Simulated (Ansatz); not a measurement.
# BrH₃InNO: one species, many methods

One table from this session's results is given with a row withheld; the runs are named, their logs left out.

Method: functionals in def2-TZVPP, the program's frozen cores in correlated methods; program: Ansatz 0.2.0, Gaussian basis.

Levels to be run: LDA (SPW92), PBE-D4, revPBE-D4, BLYP-D4, r2SCAN-D4, B97M-V, PBE0-D4, B3LYP-D4, r2SCANh-D4, r2SCAN0-D4, HSE06-D4, BHLYP-D4, CAM-B3LYP-D4, LC-ωPBE, ωB97X-V, ωB97M-V, B2PLYP, PBE-QIDH; CCSD(T)/def2-SVP; CCSD(T)/def2-TZVPP; MP2/def2-QZVPP; extrapolation to the limit; RPA on PBE.

1 further run of the same task is left out (for a known fault of the program).

## The geometry

All runs share one geometry, relaxed beforehand with PBE0-D4 in a triple-zeta def2 set. In takes the def2 core potential; no spin-orbit term is included.

SMILES `[NH2][In]([OH])[Br]`, 7 atoms, charge 0, spin multiplicity 1.

Atoms are counted from 1 here; the program's logs count them from 0.

Bond lengths: N1–In2 2.003 Å, N1–H5 1.010 Å, N1–H6 1.011 Å, In2–O3 1.971 Å, In2–Br4 2.465 Å, O3–H7 0.961 Å. Angles: In2–N1–H5 115.1°, In2–N1–H6 115.4°, H5–N1–H6 109.3°, N1–In2–O3 121.7°, N1–In2–Br4 121.6°, O3–In2–Br4 116.4°, In2–O3–H7 111.9°.

The first run:

in.yaml

```yaml
crystal:
  periodic: [false, false, false]
  atoms:
    - {symbol: N, position_ang: [0.168617, -0.540338, -1.544036]}
    - {symbol: In, position_ang: [-0.030661, -0.073379, 0.393288]}
    - {symbol: O, position_ang: [-0.861581, 1.618211, 0.971372]}
    - {symbol: Br, position_ang: [0.532123, -1.682802, 2.173366]}
    - {symbol: H, position_ang: [0.879919, -1.228093, -1.748415]}
    - {symbol: H, position_ang: [0.272681, 0.245210, -2.171479]}
    - {symbol: H, position_ang: [-0.961097, 1.661181, 1.925894]}
basis:
  gaussian: {orbitals: def2-TZVPP}
hamiltonian: {xc: lda}
output: {orbitals: {seedname: orbitals}}
```

The run is started by

```console
$ ansatz run in.yaml --threads 2 --pin off --events-out ev --progress --plain --max-ram 32768MiB --backend cpu
```

Steps of the session up to this table: LDA; PBE-D4 (GGA); revPBE-D4 (GGA); BLYP-D4 (GGA); r2SCAN-D4 (meta-GGA); B97M-V (meta-GGA); PBE0-D4 (hybrid); B3LYP-D4 (hybrid); r2SCANh-D4 (hybrid); r2SCAN0-D4 (hybrid); HSE06-D4 (hybrid); BHLYP-D4 (hybrid); CAM-B3LYP-D4 (range-separated); LC-ωPBE (range-separated); ωB97X-V (range-separated); ωB97M-V (range-separated); B2PLYP (double hybrid); PBE-QIDH (double hybrid).

One table of the session follows, with a row left open; its other results are not shown here.

It belongs to the step «Orbital energies across the functionals». 

```
  functional  HOMO (eV)  LUMO (eV)  gap (eV)
 LDA (SPW92)      -6.65      -2.96      3.69
      PBE-D4      -6.44      -2.66      3.78
   revPBE-D4      -6.36      -2.54      3.82
     BLYP-D4      -6.31      -2.64      3.67
   r2SCAN-D4      -6.74      -2.43      4.31
      B97M-V      -6.77      -2.52      4.25
     PBE0-D4      -7.83      -1.79      6.04
    B3LYP-D4      -7.59      -2.12      5.46
  r2SCANh-D4      -7.26      -2.12      5.14
  r2SCAN0-D4      -8.05      -1.66      6.39
    HSE06-D4      -7.42      -2.16      5.27
    BHLYP-D4      -9.11      -0.98      8.13
CAM-B3LYP-D4          ?          ?         ?
     LC-ωPBE     -10.65       0.42     11.07
     ωB97X-V     -10.26       0.23     10.50
     ωB97M-V     -10.17       0.05     10.22
```

Q: Estimate the row for CAM-B3LYP-D4 from the others.

The run gave: HOMO (eV): -9.25; LUMO (eV): -0.89; gap (eV): 8.36. In the column «HOMO (eV)» it lies between ωB97M-V (-10.17) and BHLYP-D4 (-9.11).
